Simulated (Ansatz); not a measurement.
# Cl3HSTi: the cost of one run

All numbers are computed with Ansatz 0.2.0 through its Python package. Level of theory: PBE/def2-SVP.

## Step 1: Starting point

Bond lengths: S1–Ti2 2.363 Å, Ti2–Cl3 2.306 Å, Ti2–Cl4 2.287 Å, Ti2–Cl5 2.345 Å, S1–H6 1.469 Å. Angles: S1–Ti2–Cl3 108.2°, S1–Ti2–Cl4 111.5°, S1–Ti2–Cl5 110.5°, Cl3–Ti2–Cl4 108.4°, Cl3–Ti2–Cl5 109.7°, Cl4–Ti2–Cl5 108.5°, Ti2–S1–H6 92.4°.

cl3hsti.xyz, read by the script:

```xyz
6

S    -1.00710    0.73510    1.51520
Ti    0.37410   -0.27620   -0.11320
Cl    2.07320   -1.39040    0.97680
Cl   -0.78770   -1.79010   -1.37450
Cl    1.28050    1.34440   -1.54500
H    -1.89090    1.31300    0.49450
```

## Step 2: Script

File run_ip.py:

```python
# -*- coding: utf-8 -*-
"""Vertical ionisation energy of Cl3HSTi."""

import logging
import sys

import ansatz as az

logging.basicConfig(stream=sys.stdout, format="%(name)s: %(message)s")
log = logging.getLogger("cl3hsti")
log.setLevel(logging.INFO)


def energy_of(molecule, charge=0, unpaired=0):
    calc = (
        molecule.calculation()
        .basis(gaussian="def2-SVP")  # atom-centred Gaussian functions
        .functional("pbe")
    )
    if charge:
        calc = calc.charge(charge)
    if unpaired:
        calc = calc.spin("collinear", total=unpaired)
    return calc.run().report["free_energy_ev"]

geometry = az.Crystal.molecule_from_extxyz("cl3hsti.xyz")

# delta-SCF style differences, no relaxation
parent = energy_of(geometry, 0, 0)
cation = energy_of(geometry, 1, 1)
log.info(f"E(N)   = {parent:.5f} eV")
log.info(f"E(N-1) = {cation:.5f} eV  (1 unpaired)")
log.info(f"vertical ionisation energy {cation - parent:.3f} eV")
```

## Step 3: What the engine is handed

The package turns the script's settings into the engine's input (first run):

```yaml
crystal:
  periodic: [false, false, false]
  atoms:
    - { symbol: S, position_ang: [-1.0071, 0.7351, 1.5152] }
    - { symbol: Ti, position_ang: [0.3741, -0.2762, -0.1132] }
    - { symbol: Cl, position_ang: [2.0732, -1.3904, 0.9768] }
    - { symbol: Cl, position_ang: [-0.7877, -1.7901, -1.3745] }
    - { symbol: Cl, position_ang: [1.2805, 1.3444, -1.545] }
    - { symbol: H, position_ang: [-1.8909, 1.313, 0.4945] }
basis:
  gaussian:
    orbitals: def2-SVP
hamiltonian:
  xc: pbe
```

## Step 4: Running it

Started as:

```sh
$ python run_ip.py
```

What time and memory should one allow on 1 thread of Arm Neoverse V2, shared host?

About 26 s, with a peak of 0.28 GiB.
